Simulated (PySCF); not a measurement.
# Germyl Cyanide (CH3GeN): NMR shifts in gas and solvents

Aim: compute the NMR shifts of Germyl Cyanide (CH3GeN) (`N#[C][GeH3]`), and see what a dielectric continuum does where one was used.

Computed with PySCF 2.14.0, with density-fitted response routines of our own, on a single molecule, in the gas phase or a continuum. Atoms count from 0, in the outputs and in this text.

### Step 1. Starting geometry

6 atoms, charge 0, multiplicity 1; geometry from: GFN2-xTB. The atoms were then displaced at random by about 0.01 Å, so the start is not that level's minimum.

Bonds of the start (Å): N0–C1 1.17, C1–Ge2 1.92, Ge2–H3 1.48, Ge2–H4 1.49, Ge2–H5 1.49.

### Step 2. Geometry optimisation at PBE0-D3(BJ)/def2-TZVP

What the job is given:

```
{"job": {"xc": "PBE0", "basis": "def2-TZVP", "d3": "d3bj", "grid": 2, "shake": 0.01, "kind": "geom"}, "charge": 0, "multiplicity": 1}
N      2.466970    -0.015830     0.052660
C      1.296410     0.000900     0.022050
Ge    -0.623800    -0.004290    -0.025110
H     -1.005500     1.272710    -0.659490
H     -1.028900    -1.193220    -0.824730
H     -1.081020    -0.090290     1.389950
```

Command:

```bash
> OMP_NUM_THREADS=1 python probes_run.py task.json out
```

The driver reads the jobs from task.json and runs them one after another.

Log:

```text
step   0  E = -2171.29568135  max force = 0.047198
step   1  E = -2171.29689454  max force = 0.013100
step   2  E = -2171.29757466  max force = 0.006076
step   3  E = -2171.29835724  max force = 0.006479
step   4  E = -2171.29855528  max force = 0.003837
step   5  E = -2171.29860130  max force = 0.000698
step   6  E = -2171.29860415  max force = 0.000085
optimisation converged
```

Run time: 24 s. Hardware: 1 thread of AMD EPYC 9R14, shared host; peak memory 0.52 GiB.

Along the way:

| step | energy from step 0 (eV) | largest force component (eV/Å) |
| --- | --- | --- |
| 0 | 0.0000 | 2.4270 |
| 1 | -0.0330 | 0.6736 |
| 2 | -0.0515 | 0.3124 |
| 3 | -0.0728 | 0.3332 |
| 4 | -0.0782 | 0.1973 |
| 5 | -0.0795 | 0.0359 |
| 6 | -0.0795 | 0.0044 |

Close pairs (by a distance rule), those that changed most:

| bond | before (Å) | after (Å) | change (Å) |
| --- | --- | --- | --- |
| Ge2–H3 | 1.476 | 1.528 | +0.052 |
| Ge2–H4 | 1.489 | 1.528 | +0.039 |
| Ge2–H5 | 1.490 | 1.528 | +0.039 |
| N0–C1 | 1.171 | 1.151 | -0.020 |
| C1–Ge2 | 1.921 | 1.924 | +0.003 |

The end geometry stands in the next job.

| at the end point | value |
| --- | --- |
| point group (found at 0.08 Å tolerance) | C3v |
| rotational constants (GHz, main isotopes) | 78.166, 3.613, 3.613 |
| dipole moment (D) | 3.89 |

### Step 3. Nuclear shieldings: PBE0/pcSseg-2

What the job is given:

```
{"job": {"kind": "nmr", "xc": "PBE0", "basis": "pcSseg-2"}, "charge": 0, "multiplicity": 1}
N      2.463342     0.140953     0.018276
C      1.314099     0.073563     0.005442
Ge    -0.606319    -0.040928    -0.013894
H     -1.120807     1.240006    -0.669143
H     -0.968402    -1.283375    -0.826600
H     -1.057672    -0.160325     1.441158
```

Method: GIAO PBE0/pcSseg-2 NMR shielding, non-relativistic, gas phase.

Log:

```text
coarse grid: 25136 points
cycle   1  E = -2171.2570241440  dE = -5.384e-01  |g| = 1.079e+00  |ddm| = 1.768e+00
cycle   2  E = -2171.0891019330  dE =  1.679e-01  |g| = 1.447e+00  |ddm| = 7.423e-01
cycle   3  E = -2171.2979012550  dE = -2.088e-01  |g| = 4.170e-01  |ddm| = 6.325e-01
cycle   4  E = -2171.3330703224  dE = -3.517e-02  |g| = 1.137e-01  |ddm| = 2.010e-01
cycle   5  E = -2171.3350050860  dE = -1.935e-03  |g| = 6.285e-03  |ddm| = 4.106e-02
cycle   6  E = -2171.3350093361  dE = -4.250e-06  |g| = 2.930e-03  |ddm| = 5.122e-03
final grid: 51360 points
cycle   7  E = -2171.3350141299  dE =  3.190e-07  |g| = 3.232e-03  |ddm| = 4.590e-03
cycle   8  E = -2171.3350111063  dE =  3.024e-06  |g| = 5.020e-03  |ddm| = 4.972e-03
cycle   9  E = -2171.3350162477  dE = -5.141e-06  |g| = 1.561e-03  |ddm| = 2.859e-03
cycle  10  E = -2171.3350167904  dE = -5.427e-07  |g| = 1.014e-04  |ddm| = 7.352e-04
cycle  11  E = -2171.3350167912  dE = -7.249e-10  |g| = 4.919e-06  |ddm| = 2.360e-05
converged SCF energy = -2171.3350167912

GIAO shielding tensors (ppm)
atom      isotropic    diamagn.    paramagn.     s11        s22        s33       span
  0 N     -102.472     331.087    -433.559   -307.718   -307.702    308.003    615.721
  1 C       61.343     260.734    -199.392    -53.491    -53.490    291.010    344.501
  2 Ge    1620.004    2756.030   -1136.026   1613.138   1613.234   1633.640     20.501
  3 H       27.024      28.115      -1.091     20.799     22.288     37.985     17.186
  4 H       27.022      28.107      -1.085     20.799     22.287     37.980     17.181
  5 H       27.021      28.121      -1.099     20.798     22.288     37.979     17.181
```

Run time: 8.4 s. Hardware: 1 thread of AMD EPYC 9R14, shared host; peak memory 0.7 GiB.

Shifts follow as δ = σ(reference) − σ, with reference shieldings (ppm) from runs at the same level and on the same kind of geometry: ¹H TMS 31.52, ¹³C TMS 186.0, ¹⁵N NH3 263.8, ⁷³Ge GeMe4 1338. The references are single molecules in the gas phase, so shifts against H2O, NH3, PH3, H3PO4 or CFCl3 are not on the usual liquid scales and can be off by tens of ppm. Atoms listed in one row are averaged.

| atoms | environment | σ (ppm) | δ (ppm) |
| --- | --- | --- | --- |
| C1 | nitrile carbon | 61.3 | 124.7 |
| H3, H4, H5 | hydrogen on a germanium bonded to C | 27.02 | 4.50 |
| N0 | nitrile nitrogen | -102.5 | 366.3 |
| Ge2 | germanium bonded to C, 3 H | 1620 | -282 |

Charges from the same density, by scheme (e):

| atoms | Mulliken | IAO | Hirshfeld | ESP fit |
| --- | --- | --- | --- | --- |
| N0 | -0.14 | -0.20 | -0.21 | -0.40 |
| C1 | -0.06 | -0.13 | -0.04 | 0.21 |
| Ge2 | 0.33 | 0.51 | 0.38 | 0.22 |

Mayer bond orders: N0–C1 2.99, C1–Ge2 0.91.

### Step 4. Nuclear shieldings: KT3/pcSseg-2

Settings changed since step 3:

```diff
@@ -1,2 +1,2 @@
-{"job": {"kind": "nmr", "xc": "PBE0", "basis": "pcSseg-2"}, "charge": 0, "multiplicity": 1}
+{"job": {"kind": "nmr", "xc": "KT3", "basis": "pcSseg-2", "pop": false}, "charge": 0, "multiplicity": 1}
 N      2.463342     0.140953     0.018276
```

Method: GIAO KT3/pcSseg-2 NMR shielding, non-relativistic, gas phase.

Log:

```text
coarse grid: 25136 points
cycle   1  E = -2181.1154751185  dE = -5.080e-01  |g| = 7.031e-01  |ddm| = 1.797e+00
cycle   2  E = -2180.7715776454  dE =  3.439e-01  |g| = 1.351e+00  |ddm| = 1.036e+00
cycle   3  E = -2181.1076220696  dE = -3.360e-01  |g| = 5.320e-01  |ddm| = 9.632e-01
cycle   4  E = -2181.1700236206  dE = -6.240e-02  |g| = 1.275e-01  |ddm| = 2.502e-01
cycle   5  E = -2181.1721213532  dE = -2.098e-03  |g| = 1.860e-02  |ddm| = 5.955e-02
cycle   6  E = -2181.1721524778  dE = -3.112e-05  |g| = 6.281e-03  |ddm| = 1.020e-02
cycle   7  E = -2181.1721614468  dE = -8.969e-06  |g| = 1.275e-03  |ddm| = 5.879e-03
final grid: 51360 points
cycle   8  E = -2181.1721710200  dE =  6.942e-07  |g| = 2.118e-03  |ddm| = 2.714e-03
cycle   9  E = -2181.1721653132  dE =  5.707e-06  |g| = 5.420e-03  |ddm| = 3.987e-03
cycle  10  E = -2181.1721718166  dE = -6.503e-06  |g| = 1.289e-03  |ddm| = 2.677e-03
cycle  11  E = -2181.1721722533  dE = -4.366e-07  |g| = 5.883e-05  |ddm| = 8.856e-04
cycle  12  E = -2181.1721722537  dE = -4.452e-10  |g| = 1.730e-05  |ddm| = 2.790e-05
converged SCF energy = -2181.1721722537

GIAO shielding tensors (ppm)
atom      isotropic    diamagn.    paramagn.     s11        s22        s33       span
  0 N      -77.507     332.043    -409.550   -270.253   -270.234    307.966    578.218
  1 C       73.447     258.828    -185.381    -34.355    -34.354    289.051    323.406
  2 Ge    1622.927    2760.803   -1137.877   1616.394   1616.478   1635.908     19.514
  3 H       27.247      28.576      -1.329     21.135     22.659     37.946     16.812
  4 H       27.245      28.568      -1.323     21.135     22.658     37.942     16.806
  5 H       27.245      28.582      -1.338     21.134     22.659     37.941     16.807
```

Wall time 10 s (1 thread of AMD EPYC 9R14, shared host); peak memory 0.63 GiB.

This run: δ C1 109.8, N0 338.6, Ge2 -287, H3 4.38 ppm (means over like atoms).

### Step 5. Shielding tensors: wB97X-D/pcSseg-2

Settings changed since step 4:

```diff
@@ -1,2 +1,2 @@
-{"job": {"kind": "nmr", "xc": "KT3", "basis": "pcSseg-2", "pop": false}, "charge": 0, "multiplicity": 1}
+{"job": {"kind": "nmr", "xc": "wB97X-D", "basis": "pcSseg-2", "pop": false}, "charge": 0, "multiplicity": 1}
 N      2.463342     0.140953     0.018276
```

With the program's defaults for keys left out, this is: GIAO wB97X-D/pcSseg-2 NMR shielding, non-relativistic, gas phase.

Log:

```text
coarse grid: 25136 points
cycle   1  E = -2171.6530657637  dE = -5.892e-01  |g| = 1.080e+00  |ddm| = 1.749e+00
cycle   2  E = -2171.5652265881  dE =  8.784e-02  |g| = 1.301e+00  |ddm| = 6.720e-01
cycle   3  E = -2171.7423154324  dE = -1.771e-01  |g| = 1.823e-01  |ddm| = 4.686e-01
cycle   4  E = -2171.7477817530  dE = -5.466e-03  |g| = 9.699e-02  |ddm| = 1.043e-01
cycle   5  E = -2171.7492312504  dE = -1.449e-03  |g| = 5.507e-03  |ddm| = 3.692e-02
cycle   6  E = -2171.7492420840  dE = -1.083e-05  |g| = 2.785e-03  |ddm| = 8.176e-03
cycle   7  E = -2171.7492440739  dE = -1.990e-06  |g| = 4.858e-04  |ddm| = 2.532e-03
final grid: 51360 points
cycle   8  E = -2171.7489705446  dE = -1.802e-06  |g| = 6.996e-04  |ddm| = 3.736e-03
cycle   9  E = -2171.7489704263  dE =  1.183e-07  |g| = 1.098e-03  |ddm| = 7.354e-04
cycle  10  E = -2171.7489706666  dE = -2.403e-07  |g| = 6.795e-05  |ddm| = 4.492e-04
cycle  11  E = -2171.7489706681  dE = -1.481e-09  |g| = 3.425e-05  |ddm| = 9.576e-05
cycle  12  E = -2171.7489706684  dE = -3.338e-10  |g| = 5.324e-06  |ddm| = 3.068e-05
converged SCF energy = -2171.7489706684

GIAO shielding tensors (ppm)
atom      isotropic    diamagn.    paramagn.     s11        s22        s33       span
  0 N     -102.459     330.288    -432.746   -308.485   -308.460    309.569    618.054
  1 C       60.132     261.192    -201.060    -55.639    -55.637    291.671    347.309
  2 Ge    1607.988    2755.895   -1147.907   1601.620   1601.711   1620.632     19.012
  3 H       27.174      28.078      -0.904     20.981     22.439     38.102     17.121
  4 H       27.171      28.071      -0.900     20.980     22.436     38.095     17.115
  5 H       27.171      28.085      -0.914     20.980     22.438     38.095     17.115
```

It took 8.8 s on 1 thread of AMD EPYC 9R14, shared host; peak memory 0.81 GiB.

This run: δ C1 126.2, N0 364.6, Ge2 -278, H3 4.46 ppm (means over like atoms).

### Step 6. NMR shieldings: B97-2/pcSseg-2

Settings changed since step 5:

```diff
@@ -1,2 +1,2 @@
-{"job": {"kind": "nmr", "xc": "wB97X-D", "basis": "pcSseg-2", "pop": false}, "charge": 0, "multiplicity": 1}
+{"job": {"kind": "nmr", "xc": "B97-2", "basis": "pcSseg-2", "pop": false}, "charge": 0, "multiplicity": 1}
 N      2.463342     0.140953     0.018276
```

Method: GIAO B97-2/pcSseg-2 NMR shielding, non-relativistic, gas phase.

Log:

```text
coarse grid: 25136 points
cycle   1  E = -2172.1520961986  dE = -5.396e-01  |g| = 9.465e-01  |ddm| = 1.762e+00
cycle   2  E = -2171.9674150670  dE =  1.847e-01  |g| = 1.339e+00  |ddm| = 7.421e-01
cycle   3  E = -2172.1794086348  dE = -2.120e-01  |g| = 4.304e-01  |ddm| = 6.591e-01
cycle   4  E = -2172.2177331799  dE = -3.832e-02  |g| = 1.146e-01  |ddm| = 2.056e-01
cycle   5  E = -2172.2195130748  dE = -1.780e-03  |g| = 8.112e-03  |ddm| = 3.992e-02
cycle   6  E = -2172.2195204792  dE = -7.404e-06  |g| = 3.598e-03  |ddm| = 6.559e-03
cycle   7  E = -2172.2195239458  dE = -3.467e-06  |g| = 5.211e-04  |ddm| = 2.986e-03
final grid: 51360 points
cycle   8  E = -2172.2195315983  dE =  2.715e-07  |g| = 1.254e-03  |ddm| = 9.065e-04
cycle   9  E = -2172.2195296883  dE =  1.910e-06  |g| = 3.219e-03  |ddm| = 1.810e-03
cycle  10  E = -2172.2195319436  dE = -2.255e-06  |g| = 7.325e-05  |ddm| = 1.304e-03
cycle  11  E = -2172.2195319447  dE = -1.040e-09  |g| = 1.152e-05  |ddm| = 4.947e-05
cycle  12  E = -2172.2195319447  dE = -1.000e-11  |g| = 3.440e-06  |ddm| = 4.981e-06
converged SCF energy = -2172.2195319447

GIAO shielding tensors (ppm)
atom      isotropic    diamagn.    paramagn.     s11        s22        s33       span
  0 N      -94.862     331.467    -426.329   -296.634   -296.617    308.666    605.300
  1 C       63.527     261.100    -197.574    -49.977    -49.976    290.535    340.512
  2 Ge    1609.986    2757.209   -1147.223   1604.696   1604.787   1620.476     15.781
  3 H       27.167      28.291      -1.124     21.003     22.481     38.017     17.014
  4 H       27.165      28.284      -1.119     21.004     22.480     38.012     17.008
  5 H       27.165      28.298      -1.133     21.002     22.481     38.011     17.009
```

It took 6.5 s on 1 thread of AMD EPYC 9R14, shared host; peak memory 0.7 GiB.

Key values: δ C1 121.9, N0 356.6, Ge2 -281, H3 4.47 ppm (means over like atoms).

### Step 7. Shielding tensors: WP04/pcSseg-2 in chloroform

Settings changed since step 6:

```diff
@@ -1,2 +1,2 @@
-{"job": {"kind": "nmr", "xc": "B97-2", "basis": "pcSseg-2", "pop": false}, "charge": 0, "multiplicity": 1}
+{"job": {"kind": "nmr", "xc": "WP04", "basis": "pcSseg-2", "pop": false, "solvent": "chloroform"}, "charge": 0, "multiplicity": 1}
 N      2.463342     0.140953     0.018276
```

Level: GIAO WP04/pcSseg-2 NMR shielding, non-relativistic, IEF-PCM chloroform.

Log:

```text
coarse grid: 25136 points
cycle   1  E = -2185.0193988106  dE = -5.171e-01  |g| = 6.542e-01  |ddm| = 1.767e+00
cycle   2  E = -2184.7602589488  dE =  2.591e-01  |g| = 1.186e+00  |ddm| = 8.596e-01
cycle   3  E = -2185.0637739482  dE = -3.035e-01  |g| = 3.252e-01  |ddm| = 6.895e-01
cycle   4  E = -2185.0863763330  dE = -2.260e-02  |g| = 8.564e-02  |ddm| = 1.745e-01
cycle   5  E = -2185.0875145695  dE = -1.138e-03  |g| = 2.338e-02  |ddm| = 4.291e-02
cycle   6  E = -2185.0875638942  dE = -4.932e-05  |g| = 3.433e-03  |ddm| = 1.004e-02
cycle   7  E = -2185.0875664430  dE = -2.549e-06  |g| = 4.704e-04  |ddm| = 2.890e-03
final grid: 51360 points
cycle   8  E = -2185.0875668590  dE =  1.426e-07  |g| = 9.664e-04  |ddm| = 1.033e-03
cycle   9  E = -2185.0875655498  dE =  1.309e-06  |g| = 2.658e-03  |ddm| = 1.482e-03
cycle  10  E = -2185.0875670653  dE = -1.516e-06  |g| = 1.264e-04  |ddm| = 1.063e-03
cycle  11  E = -2185.0875670688  dE = -3.431e-09  |g| = 2.505e-05  |ddm| = 9.844e-05
cycle  12  E = -2185.0875670688  dE = -5.002e-11  |g| = 3.502e-06  |ddm| = 8.568e-06
converged SCF energy = -2185.0875670688

GIAO shielding tensors (ppm)
atom      isotropic    diamagn.    paramagn.     s11        s22        s33       span
  0 N      -84.663     330.282    -414.945   -283.524   -283.511    313.045    596.569
  1 C       45.449     260.795    -215.346    -77.051    -77.047    290.446    367.496
  2 Ge    1543.560    2761.536   -1217.976   1542.676   1543.944   1544.061      1.385
  3 H       27.653      28.589      -0.936     21.674     23.076     38.209     16.535
  4 H       27.653      28.582      -0.930     21.676     23.076     38.205     16.529
  5 H       27.652      28.597      -0.945     21.674     23.077     38.204     16.530
```

It took 6.6 s on 1 thread of AMD EPYC 9R14, shared host; peak memory 0.8 GiB.

Key values: δ C1 129.7, N0 334.7, Ge2 -263, H3 4.22 ppm (means over like atoms).

### Step 8. NMR shieldings: wB97X-D/pcSseg-2 in chloroform

What the job is given:

```
{"job": {"kind": "nmr", "xc": "wB97X-D", "basis": "pcSseg-2", "pop": false, "solvent": "chloroform"}, "charge": 0, "multiplicity": 1}
N      2.463342     0.140953     0.018276
C      1.314099     0.073563     0.005442
Ge    -0.606319    -0.040928    -0.013894
H     -1.120807     1.240006    -0.669143
H     -0.968402    -1.283375    -0.826600
H     -1.057672    -0.160325     1.441158
```

With the program's defaults for keys left out, this is: GIAO wB97X-D/pcSseg-2 NMR shielding, non-relativistic, IEF-PCM chloroform.

Log:

```text
coarse grid: 25136 points
cycle   1  E = -2171.6677680081  dE = -6.037e-01  |g| = 1.066e+00  |ddm| = 1.748e+00
cycle   2  E = -2171.6077709678  dE =  6.000e-02  |g| = 1.235e+00  |ddm| = 6.217e-01
cycle   3  E = -2171.7509765049  dE = -1.432e-01  |g| = 1.397e-01  |ddm| = 4.104e-01
cycle   4  E = -2171.7538745333  dE = -2.898e-03  |g| = 8.440e-02  |ddm| = 8.544e-02
cycle   5  E = -2171.7550083757  dE = -1.134e-03  |g| = 5.095e-03  |ddm| = 3.210e-02
cycle   6  E = -2171.7550179394  dE = -9.564e-06  |g| = 2.519e-03  |ddm| = 7.685e-03
final grid: 51360 points
cycle   7  E = -2171.7547443474  dE = -2.604e-06  |g| = 2.381e-03  |ddm| = 4.881e-03
cycle   8  E = -2171.7547439442  dE =  4.033e-07  |g| = 3.119e-03  |ddm| = 2.298e-03
cycle   9  E = -2171.7547452002  dE = -1.256e-06  |g| = 3.167e-04  |ddm| = 1.159e-03
cycle  10  E = -2171.7547452221  dE = -2.195e-08  |g| = 1.435e-04  |ddm| = 2.066e-04
cycle  11  E = -2171.7547452259  dE = -3.788e-09  |g| = 4.114e-05  |ddm| = 8.687e-05
cycle  12  E = -2171.7547452263  dE = -4.352e-10  |g| = 3.662e-06  |ddm| = 5.534e-05
converged SCF energy = -2171.7547452263

GIAO shielding tensors (ppm)
atom      isotropic    diamagn.    paramagn.     s11        s22        s33       span
  0 N      -82.901     331.784    -414.685   -280.289   -280.267    311.855    592.144
  1 C       53.986     260.438    -206.452    -64.757    -64.755    291.469    356.226
  2 Ge    1606.210    2755.940   -1149.730   1599.358   1599.446   1619.827     20.469
  3 H       27.026      27.861      -0.835     20.809     22.266     38.003     17.194
  4 H       27.023      27.854      -0.831     20.809     22.264     37.996     17.187
  5 H       27.023      27.868      -0.845     20.808     22.266     37.996     17.188
```

Wall time 9 s (1 thread of AMD EPYC 9R14, shared host); peak memory 0.84 GiB.

Key values: δ C1 133.1, N0 347.4, Ge2 -276, H3 4.59 ppm (means over like atoms).

### Step 9. Comparing the runs: NMR shifts

Shifts (ppm), means over like atoms, with basis size and wall time:

| run | C1 | H3 | N0 | Ge2 | functions | time |
| --- | --- | --- | --- | --- | --- | --- |
| PBE0/pcSseg-2 | 124.7 | 4.50 | 366.3 | -282 | 177 | 8.4 s |
| KT3/pcSseg-2 | 109.8 | 4.38 | 338.6 | -287 | 177 | 10 s |
| wB97X-D/pcSseg-2 | 126.2 | 4.46 | 364.6 | -278 | 177 | 8.8 s |
| B97-2/pcSseg-2 | 121.9 | 4.47 | 356.6 | -281 | 177 | 6.5 s |
| WP04/pcSseg-2 in chloroform | 129.7 | 4.22 | 334.7 | -263 | 177 | 6.6 s |
| wB97X-D/pcSseg-2 in chloroform | 133.1 | 4.59 | 347.4 | -276 | 177 | 9 s |

### Step 10. What came out

| quantity | value |
| --- | --- |
| point group | C3v |
| rotational constants (main isotopes) | 78.17, 3.61, 3.61 GHz |
| ¹³C shifts against TMS (PBE0/pcSseg-2) | 124.7 ppm |
| ¹H shifts against TMS (PBE0/pcSseg-2, means over atoms taken as alike) | 4.50 ppm |
| ¹⁵N shifts against NH3 (PBE0/pcSseg-2) | 366.3 ppm |
| ⁷³Ge shifts against GeMe4 (PBE0/pcSseg-2) | -282 ppm |
| range of the shift of N0 (wB97X-D/pcSseg-2 runs) | 347.4 to 364.6 ppm |

In words: Relaxing lowered the energy by 0.080 eV in 6 steps; the close pair that moved most is Ge2–H3, from 1.476 to 1.528 Å. At PBE0/pcSseg-2: Shielding is most anisotropic at N0 (span 616 ppm, paramagnetic term -434 ppm). At one level, wB97X-D/pcSseg-2: Across the 2 runs the shift of N0 moves most, between 347.4 (wB97X-D/pcSseg-2 in chloroform) and 364.6 ppm (wB97X-D/pcSseg-2). Spin-orbit coupling is left out, which matters for shieldings and couplings at and beside the heavy atoms.
